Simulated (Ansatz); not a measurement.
A run of Ansatz 0.2.0:

input.yaml

```yaml
crystal:
  lattice:
    - [0.0, 2.57761, 2.57761]
    - [2.57761, 0.0, 2.57761]
    - [2.57761, 2.57761, 0.0]
  atoms:
    - { symbol: Ge, position: [0.5, 0.5, 0.5] }
    - { symbol: W, position: [0.0, 0.0, 0.0] }
hamiltonian:
  xc: rpbe
  pseudopotentials: { kind: paw }
  dispersion: d3bj
kpoints:
  mp_grid: { grid: [9, 9, 9] }
scf:
  occupations: { method: fermi_dirac, width: 0.05 }
output:
  forces: true
  stress: true
  eigenvalues: true
relax:
  f_tol: 0.01
  max_steps: 40
  cell: { stress_tol: 0.05 }
```

Potentials or basis: Ansatz PAW.

Run with:

```sh
$ ansatz run input.yaml --threads 2 --pin off --max-ram 5632MiB --backend cpu --events-out ev --progress --plain --runs-dir out
```

Hardware: 2 threads of Arm Neoverse N1, on a shared host.

Estimate the wall time of this run.

It took 6.2 s on 2 threads of Arm Neoverse N1 (shared host), peak memory 0.32 GiB. Counts: scf iterations 27, plane waves 537, k points 35, bands 18, ion steps 5.
